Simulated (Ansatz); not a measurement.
**C2H8GeO2Si: one species, many methods**

Aim: compute C2H8GeO2Si with functionals from several rungs and with coupled cluster. The yardstick is the atomisation energy at the CCSD(T) limit.

Program: Ansatz 0.2.0, Gaussian basis. Level of theory: functionals in def2-TZVPP, the program's frozen cores in correlated methods. These are calculated values, not measurements.

Plan: PBE-D4, r2SCAN-D4, PBE0-D4, B3LYP-D4, ωB97X-V, ωB97M-V, B2PLYP; CCSD(T)/def2-TZVPP; MP2/def2-QZVPP; extrapolation to the limit.

**1. The relaxed structure**

All runs share one geometry, relaxed beforehand with PBE0-D4 in a triple-zeta def2 set.

SMILES `C=C[SiH](O)[GeH2][OH]`, 14 atoms, charge 0, spin multiplicity 1.

Atoms are counted from 1 here; the program's logs count them from 0.

Bond lengths: C1–C2 1.331 Å, C1–H7 1.087 Å, C1–H8 1.087 Å, C2–Si3 1.852 Å, C2–H9 1.090 Å, Si3–O4 1.655 Å, Si3–Ge5 2.401 Å, Si3–H10 1.497 Å, O4–H11 0.958 Å, Ge5–O6 1.800 Å, Ge5–H12 1.537 Å, Ge5–H13 1.549 Å, O6–H14 0.960 Å. Angles: C2–C1–H7 122.2°, C2–C1–H8 121.8°, H7–C1–H8 116.0°, C1–C2–Si3 123.5°, C1–C2–H9 118.6°, Si3–C2–H9 117.9°, C2–Si3–O4 107.5°, C2–Si3–Ge5 110.0°, C2–Si3–H10 110.6°, O4–Si3–Ge5 111.4°, O4–Si3–H10 109.0°, Ge5–Si3–H10 108.3°, Si3–O4–H11 117.6°, Si3–Ge5–O6 110.2°, Si3–Ge5–H12 113.4°, Si3–Ge5–H13 112.4°, O6–Ge5–H12 102.9°, O6–Ge5–H13 108.6° and more.

**2. PBE-D4 (GGA)**

File in.yaml:

```yaml
crystal:
  periodic: [false, false, false]
  atoms:
    - {symbol: C, position_ang: [-1.144653, 0.809587, 1.635380]}
    - {symbol: C, position_ang: [-0.042597, 0.069907, 1.736247]}
    - {symbol: Si, position_ang: [0.964479, -0.469108, 0.278786]}
    - {symbol: O, position_ang: [1.418243, -2.039289, 0.539361]}
    - {symbol: Ge, position_ang: [-0.324761, -0.251116, -1.735121]}
    - {symbol: O, position_ang: [-0.961994, 1.425418, -1.885162]}
    - {symbol: H, position_ang: [-1.539040, 1.132571, 0.675021]}
    - {symbol: H, position_ang: [-1.697559, 1.135470, 2.512115]}
    - {symbol: H, position_ang: [0.303180, -0.217125, 2.728909]}
    - {symbol: H, position_ang: [2.192464, 0.375931, 0.145426]}
    - {symbol: H, position_ang: [2.193600, -2.358939, 0.076800]}
    - {symbol: H, position_ang: [-1.602496, -1.106223, -1.739042]}
    - {symbol: H, position_ang: [0.501282, -0.581948, -3.003601]}
    - {symbol: H, position_ang: [-0.260140, 2.074866, -1.965139]}
basis:
  gaussian: {orbitals: def2-TZVPP}
hamiltonian: {xc: pbe, dispersion: d4}
output: {forces: true, orbitals: {seedname: orbitals}}
```

The run is started by

```console
> ansatz run in.yaml --threads 2 --pin off --events-out ev --progress --plain --max-ram 22528MiB --backend cuda --devices 0, --max-vram 18GiB
```

The runs that follow: r2SCAN-D4 (meta-GGA); PBE0-D4 (hybrid); B3LYP-D4 (hybrid); ωB97X-V (range-separated); ωB97M-V (range-separated); B2PLYP (double hybrid); CCSD(T) in def2-TZVPP; MP2 in def2-QZVPP.

**Question.** What will the summary of the whole plan be? Wanted: atomisation energy, CCSD(T)/CBS; farthest; mean size of error, hybrid; mean size of error, range-separated; gap, smallest and largest; T1 diagnostic; triples share of the correlation energy.

The runs gave:

| quantity | value |
| --- | --- |
| atomisation energy, CCSD(T)/CBS | 53.058 eV |
| functionals within 0.531 eV (1.0 %) | PBE-D4, r2SCAN-D4, PBE0-D4, B3LYP-D4, ωB97X-V, ωB97M-V |
| farthest | B2PLYP (-0.863 eV) |
| mean size of error, hybrid | 0.441 eV |
| mean size of error, range-separated | 0.145 eV |
| gap, smallest and largest | 4.15 eV (PBE-D4), 10.66 eV (ωB97X-V) |
| T1 diagnostic | 0.0123 |
| triples share of the correlation energy | 3.8 % |

What this shows: PBE-D4 misses by +0.466 eV. Double hybrids carry the basis error of their MP2 part in triple zeta, and no dispersion term here, so their miss is partly the set-up's. The reference freezes the cores and leaves out relativity and excitations past (T), and its outer-core shells are covered unevenly, so misses under about 0.531 eV can't be ranked. Hartree-Fock recovers 72 % of the binding; the rest is correlation. The gap grows from 4.2 to 10.7 eV across the functionals, mostly with the share of exact exchange. Correlated methods include outer-core shells of Ge, which these sets cover unevenly.
